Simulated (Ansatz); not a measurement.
# C₂H₇FInN: shape, modes and thermochemistry

What shape does C₂H₇FInN take? The plan is to relax it, check the end point by its vibrations and derive ideal-gas thermochemistry, and look at its orbitals and charge.

Program: Ansatz 0.2.0, Gaussian basis. Level of theory: RKS PBE0-D4/def2-TZVP. These are calculated values, not measurements.

Plan: relaxation at PBE0-D4/def2-TZVP; harmonic vibrations at the same level; a single point in def2-TZVPP for the fields.

## 1. The system as given

12 atoms, charge 0, spin multiplicity 1.

Atoms are counted from 1 here; the program's logs count them from 0.

Bond lengths: C1–N2 1.444 Å, C1–H6 1.102 Å, C1–H7 1.095 Å, C1–H8 1.094 Å, N2–C3 1.444 Å, N2–In4 2.123 Å, C3–H9 1.100 Å, C3–H10 1.092 Å, C3–H11 1.095 Å, In4–F5 1.977 Å, In4–H12 1.735 Å. Angles: N2–C1–H6 113.2°, N2–C1–H7 108.9°, N2–C1–H8 108.9°, H6–C1–H7 107.9°, H6–C1–H8 109.4°, H7–C1–H8 108.3°, C1–N2–C3 112.6°, C1–N2–In4 113.8°, C3–N2–In4 115.2°, N2–C3–H9 113.5°, N2–C3–H10 109.4°, N2–C3–H11 108.5°, H9–C3–H10 109.2°, H9–C3–H11 107.9°, H10–C3–H11 108.3°, N2–In4–F5 112.6°, N2–In4–H12 130.4°, F5–In4–H12 113.3°.

The start is a GFN2-xTB geometry. In takes the def2 core potential; no spin-orbit term is included.

## 2. Optimising with PBE0-D4/def2-TZVP

File in.yaml:

```yaml
crystal:
  periodic: [false, false, false]
  atoms:
    - {symbol: C, position_ang: [-1.005110, -0.971340, 0.194540]}
    - {symbol: N, position_ang: [0.159450, -0.265910, -0.286500]}
    - {symbol: C, position_ang: [1.313290, -0.455740, 0.560860]}
    - {symbol: In, position_ang: [-0.228850, 1.745070, -0.847100]}
    - {symbol: F, position_ang: [-2.046770, 1.990590, -1.584770]}
    - {symbol: H, position_ang: [-1.218060, -0.782190, 1.258940]}
    - {symbol: H, position_ang: [-0.846160, -2.046970, 0.068430]}
    - {symbol: H, position_ang: [-1.871070, -0.679070, -0.407390]}
    - {symbol: H, position_ang: [1.113320, -0.257320, 1.624080]}
    - {symbol: H, position_ang: [2.123490, 0.192390, 0.220540]}
    - {symbol: H, position_ang: [1.644110, -1.495920, 0.468900]}
    - {symbol: H, position_ang: [0.862350, 3.026410, -1.270530]}
basis:
  gaussian: {orbitals: def2-TZVP}
hamiltonian: {xc: pbe0, dispersion: d4}
relax: {f_tol: 0.005, max_steps: 150}
```

The run is started by

```sh
$ ansatz run in.yaml --threads 4 --pin off --events-out ev --progress --plain --max-ram 10444MiB
```

Further steps of the session: Vibrations by finite differences; Fields at the relaxed geometry.

**Question.** What will the summary of the whole plan be? Wanted: point group; shift from the start; total energy; dispersion term; dipole moment; lowest, highest wavenumber; zero-point energy; HOMO, LUMO.

The runs gave:

| quantity | value |
| --- | --- |
| point group | Cs |
| steps | 10 |
| shift from the start (rms) | 0.255 Å |
| total energy | -11565.0933 eV |
| dispersion term | -202 meV |
| dipole moment | 3.11 D |
| lowest, highest wavenumber | 87, 3125 cm⁻¹ |
| zero-point energy | 56.0 kcal/mol |
| entropy at 298.15 K | 373.2 J/(mol K) |
| HOMO, LUMO | -6.30, -1.08 eV |

In words: The atoms moved 0.25 Å (rms) from the start; the bond that changed most is N2–In4, from 2.123 to 1.991 Å. All wavenumbers are real, so the end point is a minimum. The stiffest mode, 3125 cm⁻¹, is a C–H stretch, and 3 modes under 200 cm⁻¹ make the vibrational entropy uncertain. Harmonic hybrid wavenumbers usually lie a few per cent above measured fundamentals. The largest Mulliken charge, +0.70 e, sits on In4. The HOMO lies mostly on N2 62 %; In4 7 % and the LUMO on In4 48 %; H12 24 %.
